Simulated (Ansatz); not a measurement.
# CH4AsBTe: the cost of one run

Program: Ansatz 0.2.0, driven from Python. Level of theory: PBE+D4/def2-SVP. These are calculated values, not measurements.

## Step 1: The system

Bond lengths: As1–C2 1.912 Å, C2–B3 1.569 Å, C2–Te4 1.969 Å, B3–Te4 2.278 Å, As1–H5 1.604 Å, As1–H6 1.573 Å, C2–H7 1.133 Å, B3–H8 1.235 Å. Angles: As1–C2–B3 111.5°, As1–C2–Te4 115.5°, As1–C2–H7 115.4°, B3–C2–Te4 79.3°, B3–C2–H7 114.3°, Te4–C2–H7 115.7°, C2–As1–H5 95.6°, C2–As1–H6 94.7°, H5–As1–H6 92.0°, C2–B3–Te4 58.2°, C2–B3–H8 140.5°, Te4–B3–H8 145.0°, C2–Te4–B3 42.6°.

No structure file is read: the coordinates are typed or built in the script.

## Step 2: The code

Input file ch4asbte.py:

```python
# -*- coding: utf-8 -*-
from dataclasses import dataclass

import ansatz as az
import numpy as np


@dataclass(frozen=True)
class Options:
    basis: str = "def2-SVP"
    functional: str = "pbe"
    dispersion: str = "d4"


settings = Options()


def main():
    ch4asbte = (
        az.Crystal.molecule()
        .atom("As", [-0.4837, 1.5008, 0.2297])
        .atom("C", [0.3902, -0.191, 0.3983])
        .atom("B", [0.8963, -0.7187, -0.9898])
        .atom("Te", [-0.7648, -1.7682, 0.1619])
        .atom("H", [-1.5489, 1.0191, -0.868])
        .atom("H", [-1.4953, 1.2406, 1.4062])
        .atom("H", [1.1554, -0.2626, 1.2307])
        .atom("H", [1.9431, -0.8773, -1.6249])
    )

    setup = (
        ch4asbte.calculation()
        .basis(gaussian=settings.basis)
        .functional(settings.functional, dispersion=settings.dispersion)
    )
    symbols = [site.symbol for site in ch4asbte.cartesian_sites]
    start = np.array([site.position_ang for site in ch4asbte.cartesian_sites], dtype=float)
    report = setup.relax(force_tolerance=0.003, max_steps=100).run(threads=1, pin="off").report
    end = np.array(report["positions_ang"])

    print("final positions (A) and the move of each atom")
    for symbol, xyz, old in zip(symbols, end, start):
        print(f"{symbol:2s} {xyz[0]:10.5f} {xyz[1]:10.5f} {xyz[2]:10.5f}   {np.linalg.norm(xyz - old):7.4f}")

    minimum = az.Crystal.molecule()
    for symbol, xyz in zip(symbols, end):
        minimum = minimum.atom(symbol, xyz.tolist())
    vibrating = (
        minimum.calculation()
        .basis(gaussian=settings.basis)
        .functional(settings.functional, dispersion=settings.dispersion)
        .phonons(temperatures=(298.15, 498.15, 100))
    )
    vib = vibrating.run(threads=1, pin="off").report["vibrations"]
    sums = vib["harmonic_sums"]
    modes = [m["omega_inv_cm"] for m in sums["modes_at_gamma"] if m["rigid_motion"] == "no"]
    print("frequencies (1/cm):", " ".join(f"{w:.0f}" for w in modes))
    print("imaginary modes:", sum(w < 0 for w in modes), " zero-point energy:", round(sums["zero_point_energy_ev"], 4), "eV")
    print("T (K)   F_vib (eV)   S_vib (meV/K)   C_vib (meV/K)")
    for row in zip(sums["temperatures_k"], sums["vibrational_free_energy_ev"], vib["entropy_ev_per_k"], vib["heat_capacity_ev_per_k"]):
        print(f"{row[0]:6.1f} {row[1]:11.4f} {1000 * row[2]:13.4f} {1000 * row[3]:15.4f}")

    heavier = vibrating.phonons(masses={"H": 2.014102}).run(threads=1, pin="off").report["vibrations"]["harmonic_sums"]
    print("deuterated (1/cm):", " ".join(f"{m['omega_inv_cm']:.0f}" for m in heavier["modes_at_gamma"] if m["rigid_motion"] == "no"))
    print("zero-point energy falls by", round(sums["zero_point_energy_ev"] - heavier["zero_point_energy_ev"], 4), "eV")


if __name__ == "__main__":
    main()
```

## Step 3: Launch

The run is started by

```console
python ch4asbte.py
```

**Question.** How long does this script take on 1 thread of Intel Xeon 6975P-C (Granite Rapids), shared host, and how much memory does it need?

About 2.5 min, with a peak of 0.23 GiB.
